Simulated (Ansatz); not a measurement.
# CCl3NOSi: geometry optimisation

What geometry does CCl3NOSi take? The task is a geometry optimisation, for CCl3NOSi. SMILES: O=C=N[Si](Cl)(Cl)Cl.

All numbers are computed with the Python package of Ansatz 0.2.0. Level of theory: B3LYP/def2-SVP.

### Step 1. The structure

Bond lengths: O1–C2 1.163 Å, C2–N3 1.176 Å, N3–Si4 1.693 Å, Si4–Cl5 2.095 Å, Si4–Cl6 1.974 Å, Si4–Cl7 2.040 Å. Angles: O1–C2–N3 177.9°, C2–N3–Si4 158.1°, N3–Si4–Cl5 109.7°, N3–Si4–Cl6 116.4°, N3–Si4–Cl7 111.6°, Cl5–Si4–Cl6 106.5°, Cl5–Si4–Cl7 104.1°, Cl6–Si4–Cl7 107.7°.

ccl3nosi.xyz, read by the script:

```xyz
7

O     0.44200    2.42490    1.83190
C     0.21190    1.64250    1.00280
N     0.00680    0.82490    0.18220
Si   -0.04740   -0.71250   -0.52410
Cl   -1.61590   -1.82010    0.31380
Cl    1.57830   -1.81720   -0.34500
Cl   -0.51450   -0.61050   -2.50730
```

### Step 2. The script

Input file ccl3nosi_opt.py:

```python
import ansatz as az
import numpy as np

SETTINGS = {
    "basis_set": "def2-SVP",
    "xc": "b3lyp",
}

geometry = az.Crystal.molecule_from_extxyz("ccl3nosi.xyz")

model = (
    geometry.calculation()
    .basis(gaussian=SETTINGS["basis_set"])
    .functional(SETTINGS["xc"])
)
symbols = [site.symbol for site in geometry.cartesian_sites]
start = np.array([site.position_ang for site in geometry.cartesian_sites], dtype=float)
summary = model.relax(force_tolerance=0.005, max_steps=100).run().report
end = np.array(summary["positions_ang"])

for key in ("converged", "free_energy_ev", "reference_energy_ev", "n_frozen", "n_occupied", "n_virtual"):
    print(f"{key:22s} {summary[key]}")

print("bond        before    after (A)")
for i, j in [(0, 1), (1, 2), (2, 3), (3, 4), (3, 5), (3, 6)]:
    d0, d1 = (np.linalg.norm(xyz[i] - xyz[j]) for xyz in (start, end))
    print(f"{symbols[i]}{i}-{symbols[j]}{j}".ljust(10), f"{d0:8.4f} {d1:8.4f}")
```

### Step 3. The run

On the command line:

```bash
$ python ccl3nosi_opt.py
```

**Question.** What results will this script give? Wanted: total energy; dipole moment; moves of the relaxation; energy gained; last largest force component.

**Answer**, as computed:

| quantity | value |
| --- | --- |
| total energy | -50008.4814 eV |
| dipole moment | 0.38 D |
| moves of the relaxation | 8 |
| energy gained | 0.230 eV |
| last largest force component | 0.0011 eV/Å |

The relaxation took 8 moves; the largest shift is 0.303 Å, of atom 1 (O). Notes:
- The end point is the stationary point reached from this start; no frequency run checks that it is a minimum, and the basis set is modest.
- b3lyp holds the VWN-RPA fit, as in Gaussian; the form of ORCA and Turbomole is b3lyp5.
